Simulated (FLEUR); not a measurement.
# Bi2Te3 (Tellurobismuthite) (R-3m) in FLEUR: further runs

Runs on Bi2Te3 (Tellurobismuthite). Level: Wu-Cohen GGA. Tasks: band structure, equation of state.

Everything below comes from runs of FLEUR MaX-R8.1 (patched build s14). Logs are shortened: lines on timing, memory, paths and dates and some standing lists are left out, and cuts for length are marked.

**Measured values to compare with.**

From “Vacancy and Antisite-Induced Ferromagnetism in Liquid-Phase Exfoliated Bi2Te3”, 2024, arxiv:2412.10539, for a bulk crystal of Bi2Te3: band gap 0.17 eV.

The results are compared with them further down.

## 1. The crystal as given

The structure is trigonal, space group R-3m (No. 166). Conventional cell: a = 4.386 Å, b = 4.386 Å, c = 30.497 Å, α = 90.00°, β = 90.00°, γ = 120.00°. Bi (site symmetry 3m) is surrounded by 6 Te at 3.07 to 3.25 Å. Te (site symmetry 3m) has 3 Bi at 3.07 Å as nearest neighbours. Te (site symmetry -3m) is surrounded by 6 Bi at 3.25 Å.

## 2. Band structure, Wu-Cohen GGA

Contents of inp.xml:

```xml
<?xml version="1.0" encoding="UTF-8" standalone="no"?>
<fleurInput fleurInputVersion="0.39">
   <comment>
      Bi2Te3                                                                                              
   </comment>
   <calculationSetup>
      <cutoffs Kmax="3.8" Gmax="11.8" GmaxXC="11.8" numbands="0"/>
      <scfLoop itmax="60" minDistance="0.00001" maxIterBroyd="15" imix="Anderson" alpha="0.05" precondParam="0.0" spinf="2.0"/>
      <coreElectrons ctail="T" frcor="F" kcrel="0" coretail_lmax="0"/>
      <xcFunctional name="wc" relativisticCorrections="F"/>
      <magnetism jspins="1"/>
      <soc l_soc="F" theta="0.0" phi="0.0" spav="F"/>
      <expertModes spex="0" secvar="F"/>
      <geometryOptimization l_f="F" forcealpha="1.0" forcemix="BFGS" epsdisp="0.00001" epsforce="0.00001"/>
      <ldaU l_linMix="F" mixParam="0.05" spinf="1.0"/>
   </calculationSetup>
   <cell>
      <bzIntegration valenceElectrons="108.0" mode="hist" fermiSmearingEnergy="0.00183747">
         <kPointListSelection listName="default-1"/>
         <!-- k-points included here -->
         <xi:include xmlns:xi="http://www.w3.org/2001/XInclude" href="kpts.xml"> </xi:include>
      </bzIntegration>
      <!-- symmetry operations included here -->
[... 38 lines left out ...]
         <lo type="SCLO" l="2" n="4" eDeriv="0"/>
         <lo type="SCLO" l="2" n="4" eDeriv="1"/>
         <lo type="SCLO" l="0" n="5" eDeriv="2"/>
         <lo type="SCLO" l="3" n="4" eDeriv="2"/>
      </species>
   </atomSpecies>
   <atomGroups>
      <atomGroup species="Bismuth (Bi)">
         <relPos label="                   1">-2.000/5.000 -2.000/5.000 -2.000/5.000</relPos>
         <relPos label="                   2">2.000/5.000 2.000/5.000 2.000/5.000</relPos>
         <force calculate="T" relaxXYZ="TTT"/>
      </atomGroup>
      <atomGroup species="Tellurium (Te)">
         <relPos label="                   3">-.2095000000 -.2095000000 -.2095000000</relPos>
         <relPos label="                   4">.2095000000 .2095000000 .2095000000</relPos>
         <force calculate="T" relaxXYZ="TTT"/>
      </atomGroup>
      <atomGroup species="Tellurium (Te)">
         <relPos label="                   5">.0000000000 .0000000000 .0000000000</relPos>
         <force calculate="T" relaxXYZ="TTT"/>
      </atomGroup>
   </atomGroups>
   <output dos="F" band="F" slice="F">
      <checks vchk="F" cdinf="F"/>
      <bandDOS minEnergy="-.5*Htr" maxEnergy="0.5*Htr" sigma="0.015" storeEVData="T"/>
      <vacuumDOS vacdos="F" integ="F" star="F" nstars="0" locx1="0.0" locy1="0.0" locx2="0.0" locy2="0.0" nstm="0" tworkf="0.0"/>
      <unfoldingBand unfoldBand="F" supercellX="1" supercellY="1" supercellZ="1"/>
      <plotting iplot="0" polar="F">
         <plot TwoD="T" vec1="  1.0  0.0  0.0" vec2="  0.0  1.0  0.0" vec3="  0.0  0.0  1.0" zero="  0.0  0.0  0.0" file="plot"/>
      </plotting>
      <chargeDensitySlicing numkpt="0" minEigenval="0.0" maxEigenval="0.0" nnne="0" pallst="F"/>
      <specialOutput eonly="F"/>
      <magneticCircularDichroism mcd="F" energyLo="-10.0" energyUp="0.0"/>
   </output>
  <!-- We include the file relax.xml here to enable relaxations (see documentation) -->
  <xi:include xmlns:xi="http://www.w3.org/2001/XInclude" href="relax.xml"> <xi:fallback/> </xi:include>
</fleurInput>
```

Contents of crystal.txt:

```
Bi2Te3
&input cartesian=F /
2.1930000000  1.2661291403  10.1656666667
-2.1930000000  1.2661291403  10.1656666667
0.0000000000  -2.5322582807  10.1656666667
1.8897261246
1.0 1.0 1.0

5
83 0.6000000000  0.6000000000  0.6000000000
83 0.4000000000  0.4000000000  0.4000000000
52 0.7905000000  0.7905000000  0.7905000000
52 0.2095000000  0.2095000000  0.2095000000
52 0.0000000000  0.0000000000  0.0000000000

&kpt div1=7 div2=7 div3=7 gamma=T /
```

Contents of inp.xml (bands):

```
<?xml version="1.0" encoding="UTF-8" standalone="no"?>
<fleurInput fleurInputVersion="0.39">
   <comment>
      Bi2Te3                                                                                              
   </comment>
   <calculationSetup>
      <cutoffs Kmax="3.8" Gmax="11.8" GmaxXC="11.8" numbands="0"/>
      <scfLoop itmax="60" minDistance="0.00001" maxIterBroyd="15" imix="Anderson" alpha="0.05" precondParam="0.0" spinf="2.0"/>
      <coreElectrons ctail="T" frcor="F" kcrel="0" coretail_lmax="0"/>
      <xcFunctional name="wc" relativisticCorrections="F"/>
      <magnetism jspins="1"/>
      <soc l_soc="F" theta="0.0" phi="0.0" spav="F"/>
      <expertModes spex="0" secvar="F"/>
      <geometryOptimization l_f="F" forcealpha="1.0" forcemix="BFGS" epsdisp="0.00001" epsforce="0.00001"/>
      <ldaU l_linMix="F" mixParam="0.05" spinf="1.0"/>
   </calculationSetup>
   <cell>
      <bzIntegration valenceElectrons="108.0" mode="hist" fermiSmearingEnergy="0.00183747">
         <kPointListSelection listName="path-1"/>
         <!-- k-points included here -->
         <xi:include xmlns:xi="http://www.w3.org/2001/XInclude" href="kpts.xml"> </xi:include>
      </bzIntegration>
      <!-- symmetry operations included here -->
[... 39 lines left out ...]
         <lo type="SCLO" l="2" n="4" eDeriv="1"/>
         <lo type="SCLO" l="0" n="5" eDeriv="2"/>
         <lo type="SCLO" l="3" n="4" eDeriv="2"/>
      </species>
   </atomSpecies>
   <atomGroups>
      <atomGroup species="Bismuth (Bi)">
         <relPos label="                   1">-2.000/5.000 -2.000/5.000 -2.000/5.000</relPos>
         <relPos label="                   2">2.000/5.000 2.000/5.000 2.000/5.000</relPos>
         <force calculate="T" relaxXYZ="TTT"/>
      </atomGroup>
      <atomGroup species="Tellurium (Te)">
         <relPos label="                   3">-.2095000000 -.2095000000 -.2095000000</relPos>
         <relPos label="                   4">.2095000000 .2095000000 .2095000000</relPos>
         <force calculate="T" relaxXYZ="TTT"/>
      </atomGroup>
      <atomGroup species="Tellurium (Te)">
         <relPos label="                   5">.0000000000 .0000000000 .0000000000</relPos>
         <force calculate="T" relaxXYZ="TTT"/>
      </atomGroup>
   </atomGroups>
   <output dos="F" band="T" slice="F">
      <checks vchk="F" cdinf="F"/>
      <bandDOS minEnergy="-.5*Htr" maxEnergy="0.5*Htr" sigma="0.015" storeEVData="T"/>
      <vacuumDOS vacdos="F" integ="F" star="F" nstars="0" locx1="0.0" locy1="0.0" locx2="0.0" locy2="0.0" nstm="0" tworkf="0.0"/>
      <unfoldingBand unfoldBand="F" supercellX="1" supercellY="1" supercellZ="1"/>
      <plotting iplot="0" polar="F">
         <plot TwoD="T" vec1="  1.0  0.0  0.0" vec2="  0.0  1.0  0.0" vec3="  0.0  0.0  1.0" zero="  0.0  0.0  0.0" file="plot"/>
      </plotting>
      <chargeDensitySlicing numkpt="0" minEigenval="0.0" maxEigenval="0.0" nnne="0" pallst="F"/>
      <specialOutput eonly="F"/>
      <magneticCircularDichroism mcd="F" energyLo="-10.0" energyUp="0.0"/>
   </output>
  <!-- We include the file relax.xml here to enable relaxations (see documentation) -->
  <xi:include xmlns:xi="http://www.w3.org/2001/XInclude" href="relax.xml"> <xi:fallback/> </xi:include>
</fleurInput>
```

Potentials or basis: all-electron, FLAPW.

On the command line:

```
$ inpgen -f crystal.txt -profile fastHighL
$ # inp.xml edited to the form shown
$ fleur
$ fleur   # second run, on inp.xml (bands)
```

The program printed:

```text
Welcome to FLEUR        (www.flapw.de)
      MaX-Release 8.1          (www.max-centre.eu)

 ========== k-point set info ==========
 Selected k-point list: default-1
 k-point list type: mesh
 7 x 7 x 7
 Number of k points: 44

 ------------Calculation Setup---------------------------
 Number of OMP-threads    :            1
 Number of basis functions:         1282
 Approximate size of matrices (H+S) per k-point:         0.024 GB
 --------------------------------------------------------
 Iteration:     1   Distance:       8.56944092 me/bohr^3
 Iteration:     2   Distance:       8.00653469 me/bohr^3
 Iteration:     3   Distance:       3.87050026 me/bohr^3
 Iteration:     4   Distance:       2.27653567 me/bohr^3
 Iteration:     5   Distance:       1.81390731 me/bohr^3
 Iteration:     6   Distance:       0.58923470 me/bohr^3
 Iteration:     7   Distance:       0.17689594 me/bohr^3
 Iteration:     8   Distance:       0.11789073 me/bohr^3
 Iteration:     9   Distance:       0.03521032 me/bohr^3
 Iteration:    10   Distance:       0.03159592 me/bohr^3
 Iteration:    11   Distance:       0.00438664 me/bohr^3
 Iteration:    12   Distance:       0.00292285 me/bohr^3
 Iteration:    13   Distance:       0.00156062 me/bohr^3
 Iteration:    14   Distance:       0.00019470 me/bohr^3
 Iteration:    15   Distance:       0.00011313 me/bohr^3
 Iteration:    16   Distance:       0.00009776 me/bohr^3
 Iteration:    17   Distance:       0.00007426 me/bohr^3
 Iteration:    18   Distance:       0.00004414 me/bohr^3
 Iteration:    19   Distance:       0.00001202 me/bohr^3
 Iteration:    20   Distance:       0.00000309 me/bohr^3

 ********************************************************************
 Run finished successfully
 Stop message:
   all done
 ********************************************************************
```

output (bands):

```text
Welcome to FLEUR        (www.flapw.de)
      MaX-Release 8.1          (www.max-centre.eu)

 ========== k-point set info ==========
 Selected k-point list: path-1
 k-point list type: path
 Number of k points: 60

 ------------Calculation Setup---------------------------
 Number of OMP-threads    :            1
 Number of basis functions:         1296
 Approximate size of matrices (H+S) per k-point:         0.025 GB
 --------------------------------------------------------
 Fermi energy correction for metals:
 Fermi energy in bands.* files may not be consistent with last density.
 Please correct it manually (e.g. in band.gnu file).

 Note: Band structure data (together with different weights) is also stored in the banddos.hdf file.
       A convenient way of extracting and plotting the data from that file is by making use of the

 ********************************************************************
 Run finished successfully
 Stop message:
   Charge density postprocessing done.
 ********************************************************************
```

out.xml (last iteration):

```text
<iteration numberForCurrentRun="   20" overallNumber="   20">
         <energyParameters units="Htr">
            <atomicEP atomType="1" spin="1" branch="6s" branchLowest="-5.41" branchHighest="0.35" value="-0.1869290670"/>
            <atomicEP atomType="1" spin="1" branch="6p" branchLowest="-3.13" branchHighest="1.20" value="0.1390518545"/>
            <atomicEP atomType="1" spin="1" branch="5d" branchLowest="-15.38" branchHighest="-0.57" value="-0.5748896945"/>
            <atomicEP atomType="1" spin="1" branch="5f" branchLowest="-5.23" branchHighest="1.69" value="0.4948209134"/>
            <loAtomicEP atomType="1" spin="1" branch="5p" branchLowest="-24.61" branchHighest="-3.13" value="-3.1368755595"/>
            <loAtomicEP atomType="1" spin="1" branch="5p" branchLowest="-24.61" branchHighest="-3.13" value="-3.1368755595"/>
            <loAtomicEP atomType="1" spin="1" branch="6s" branchLowest="-5.41" branchHighest="0.35" value="-0.1869290670"/>
            <loAtomicEP atomType="1" spin="1" branch="5d" branchLowest="-15.38" branchHighest="-0.57" value="-0.6189710805"/>
            <loAtomicEP atomType="1" spin="1" branch="5f" branchLowest="-5.23" branchHighest="1.69" value="0.4947944860"/>
            <atomicEP atomType="2" spin="1" branch="5s" branchLowest="-5.62" branchHighest="0.40" value="-0.1873017850"/>
            <atomicEP atomType="2" spin="1" branch="5p" branchLowest="-3.78" branchHighest="1.07" value="0.1044125193"/>
            <atomicEP atomType="2" spin="1" branch="5d" branchLowest="-1.10" branchHighest="2.23" value="0.3429098724"/>
            <atomicEP atomType="2" spin="1" branch="4f" branchLowest="-9.99" branchHighest="1.57" value="0.4996475534"/>
            <loAtomicEP atomType="2" spin="1" branch="4p" branchLowest="-29.10" branchHighest="-3.78" value="-3.7831083371"/>
            <loAtomicEP atomType="2" spin="1" branch="4p" branchLowest="-29.10" branchHighest="-3.78" value="-3.7831083371"/>
            <loAtomicEP atomType="2" spin="1" branch="4d" branchLowest="-20.15" branchHighest="-1.10" value="-1.1152415950"/>
            <loAtomicEP atomType="2" spin="1" branch="4d" branchLowest="-20.15" branchHighest="-1.10" value="-1.1152415950"/>
            <loAtomicEP atomType="2" spin="1" branch="5s" branchLowest="-5.62" branchHighest="0.40" value="-0.1873017850"/>
            <loAtomicEP atomType="2" spin="1" branch="4f" branchLowest="-9.99" branchHighest="1.57" value="0.4996429565"/>
            <atomicEP atomType="3" spin="1" branch="5s" branchLowest="-5.61" branchHighest="0.40" value="-0.1847958832"/>
            <atomicEP atomType="3" spin="1" branch="5p" branchLowest="-3.78" branchHighest="1.07" value="0.1049641751"/>
            <atomicEP atomType="3" spin="1" branch="5d" branchLowest="-1.09" branchHighest="2.24" value="0.3421360511"/>
            <atomicEP atomType="3" spin="1" branch="4f" branchLowest="-9.99" branchHighest="1.58" value="0.4987327937"/>
[... 127 lines left out ...]
         </coreStates>
         <coreStates atomType="     3" atomicNumber=" 52" spin="1" kinEnergy="   6889.1626682919" eigValSum="  -4093.0627095249" lostElectrons=" 0.000023">
            <state n="1" l="0" j="0.5" energy="-1160.9905938231" weight="1.0000000000"/>
            <state n="2" l="0" j="0.5" energy="-177.6313375736" weight="1.0000000000"/>
            <state n="2" l="1" j="0.5" energy="-166.4315987561" weight="1.0000000000"/>
            <state n="2" l="1" j="1.5" energy="-156.3422866210" weight="2.0000000000"/>
            <state n="3" l="0" j="0.5" energy="-35.0107387520" weight="1.0000000000"/>
            <state n="3" l="1" j="0.5" energy="-30.4020914185" weight="1.0000000000"/>
            <state n="3" l="1" j="1.5" energy="-28.5220261219" weight="2.0000000000"/>
            <state n="4" l="0" j="0.5" energy="-5.6113953284" weight="1.0000000000"/>
            <state n="3" l="2" j="1.5" energy="-20.3809058308" weight="2.0000000000"/>
            <state n="3" l="2" j="2.5" energy="-19.9877206545" weight="3.0000000000"/>
         </coreStates>
         <allElectronCharges>
            <spinDependentCharge spin="1" total="322.0000000" interstitial="11.2082034" mtSpheres="310.7917966"/>
            <totalCharge value="322.0000000002"/>
         </allElectronCharges>
         <totalEnergy                                    value="   -63547.8234490894" units="Htr">
            <sumOfEigenvalues                            value="   -39132.5372562945">
               <coreElectrons value="-38981.9715275578"/>
               <valenceElectrons value="-150.5657287367"/>
            </sumOfEigenvalues>
            <densityCoulombPotentialIntegral value="-109436.6863077021"/>
            <densityEffectivePotentialIntegral value="-111168.9509676776"/>
            <chargeDenXCDenIntegral value="-1320.8168343822"/>
            <FockExchangeEnergyValence value="0.0000000000"/>
            <FockExchangeEnergyCore value="0.0000000000"/>
            <atomTypeDependentContributions atomType="1">
               <electronNucleiInteractionDifferentMTs value="54664.8556237740"/>
               <MadelungTerm value="-84.9919377505"/>
            </atomTypeDependentContributions>
            <atomTypeDependentContributions atomType="2">
               <electronNucleiInteractionDifferentMTs value="16474.1697223034"/>
               <MadelungTerm value="-55.8659496938"/>
            </atomTypeDependentContributions>
            <atomTypeDependentContributions atomType="3">
               <electronNucleiInteractionDifferentMTs value="8237.7385918489"/>
               <MadelungTerm value="-27.4553468687"/>
            </atomTypeDependentContributions>
            <tkbTimesEntropy value="0.0000089676"/>
            <freeEnergy value="-63547.8234580570"/>
            <extrapolationTo0K value="-63547.8234535732"/>
         </totalEnergy>
         <densityConvergence units="me/bohr^3">
            <chargeDensity spin="1" distance="0.0000030908"/>
         </densityConvergence>
      </iteration>
```

Run time: 11 min. Hardware: 1 thread of AMD EPYC 7R43 (Zen 3), shared host; peak memory 0.26 GiB.

What came out:

```yaml
Free_energy: -1729224.3692 eV
Band_gap_on_the_k_mesh: 0.23 eV, direct
Band_gap_along_the_path: 0.23 eV, direct
Valence_electrons_inside_the_program's_atomic_spheres: Bi 18.74; Te 19.75, 19.81 (radii Bi 2.66, Te 2.55 bohr)
```

Levels at the corners of the path, in eV from the valence-band top:
| point | band 50 | band 51 | band 52 | band 53 | band 54 | band 55 | band 56 | band 57 | band 58 | band 59 |
| --- | --- | --- | --- | --- | --- | --- | --- | --- | --- | --- |
| Γ | -1.69 | -1.69 | -0.84 | -0.84 | 0.00 | 0.23 | 0.64 | 0.64 | 1.94 | 2.10 |
| L | -3.14 | -2.90 | -2.42 | -0.89 | -0.50 | 0.53 | 1.05 | 2.74 | 2.74 | 3.27 |
| B1 | -3.46 | -2.56 | -1.95 | -0.97 | -0.77 | 1.17 | 1.44 | 2.52 | 3.23 | 4.19 |
| B | -3.46 | -2.56 | -1.95 | -0.97 | -0.77 | 1.17 | 1.44 | 2.52 | 3.23 | 4.19 |
| Z | -1.39 | -1.39 | -1.14 | -1.14 | -0.46 | 0.82 | 1.13 | 1.13 | 1.64 | 1.64 |
| Γ | -1.69 | -1.69 | -0.84 | -0.84 | 0.00 | 0.23 | 0.64 | 0.64 | 1.94 | 2.10 |
| X | -3.06 | -2.98 | -1.62 | -1.39 | -0.64 | 1.05 | 2.00 | 2.05 | 3.63 | 3.79 |
| Q | -3.06 | -2.98 | -1.62 | -1.39 | -0.64 | 1.05 | 2.00 | 2.05 | 3.63 | 3.79 |
| F | -2.34 | -2.00 | -1.83 | -1.54 | -0.95 | 0.82 | 1.49 | 2.05 | 2.63 | 2.72 |
| P1 | -2.50 | -2.47 | -1.34 | -1.33 | -1.23 | 1.15 | 1.28 | 1.69 | 2.56 | 3.07 |
| Z | -1.39 | -1.39 | -1.14 | -1.14 | -0.46 | 0.82 | 1.13 | 1.13 | 1.64 | 1.64 |
| L | -3.14 | -2.90 | -2.42 | -0.89 | -0.50 | 0.53 | 1.05 | 2.74 | 2.74 | 3.27 |
| P | -2.50 | -2.47 | -1.34 | -1.33 | -1.23 | 1.15 | 1.28 | 1.69 | 2.56 | 3.07 |

Core levels (eV from the Fermi level):
```tsv
atom	levels
1 Bi	1s1/2 -90513.2, 2s1/2 -16245.2, 2p1/2 -15607.5, 2p3/2 -13287.1, 3s1/2 -3918.2, 3p1/2 -3630.2, 3p3/2 -3110.7, 4s1/2 -896.5, 3d3/2 -2639.2, 3d5/2 -2529.1, 4p1/2 -771.3, 4p3/2 -643.3, 5s1/2 -153.7, 4d3/2 -439.8, 4d5/2 -415.9, 4f5/2 -151.8, 4f7/2 -146.3
2 Bi	1s1/2 -90513.2, 2s1/2 -16245.2, 2p1/2 -15607.5, 2p3/2 -13287.1, 3s1/2 -3918.2, 3p1/2 -3630.2, 3p3/2 -3110.7, 4s1/2 -896.5, 3d3/2 -2639.2, 3d5/2 -2529.1, 4p1/2 -771.3, 4p3/2 -643.3, 5s1/2 -153.7, 4d3/2 -439.8, 4d5/2 -415.9, 4f5/2 -151.8, 4f7/2 -146.3
3 Te	1s1/2 -31598.8, 2s1/2 -4840.2, 2p1/2 -4535.5, 2p3/2 -4260.9, 3s1/2 -959.3, 3p1/2 -833.9, 3p3/2 -782.7, 4s1/2 -159.3, 3d3/2 -561.2, 3d5/2 -550.5
4 Te	1s1/2 -31598.8, 2s1/2 -4840.2, 2p1/2 -4535.5, 2p3/2 -4260.9, 3s1/2 -959.3, 3p1/2 -833.9, 3p3/2 -782.7, 4s1/2 -159.3, 3d3/2 -561.2, 3d5/2 -550.5
5 Te	1s1/2 -31598.6, 2s1/2 -4840.0, 2p1/2 -4535.3, 2p3/2 -4260.7, 3s1/2 -959.1, 3p1/2 -833.7, 3p3/2 -782.6, 4s1/2 -159.1, 3d3/2 -561.0, 3d5/2 -550.3
```

Caveat: spin-orbit coupling is left out, which as a rule narrows the gap of such compounds by several tenths of an eV.

## 3. Equation of state, Wu-Cohen GGA, 31.84 Å³/atom (volume scaled by 0.94)

Changes to inp.xml since step 2:

```diff
@@ -24,3 +24,3 @@
       <xi:include xmlns:xi="http://www.w3.org/2001/XInclude" href="sym.xml"> </xi:include>
-      <bulkLattice scale="1.0">
+      <bulkLattice scale="0.9795861087">
          <bravaisMatrix>
@@ -50,3 +50,3 @@
       <species name="Tellurium (Te)" element="Te" atomicNumber="52">
-         <mtSphere radius="2.55" gridPoints="843" logIncrement="0.015"/>
+         <mtSphere radius="2.47" gridPoints="843" logIncrement="0.015"/>
          <atomicCutoffs lmax="10" lnonsphr="8"/>
```

Potentials or basis: all-electron, FLAPW.

On the command line:

```
$ inpgen -f crystal.txt -profile fastHighL
$ # inp.xml edited to the form shown
$ fleur
```

It took 9.7 min on 1 thread of AMD EPYC 7R43 (Zen 3), shared host; peak memory 0.24 GiB.

The run converged. Its results:

- Free energy: -1729224.2664 eV
- Band gap on the k mesh: 0.19 eV, direct
- Valence electrons inside the program's atomic spheres: Bi 18.80; Te 19.55, 19.60 (radii Bi 2.66, Te 2.47 bohr)

Caveat: spin-orbit coupling is left out, which as a rule narrows the gap of such compounds by several tenths of an eV; an odd mesh through Γ misses points on the zone boundary, where band edges often lie.

(Continued in part 2 of 2.)
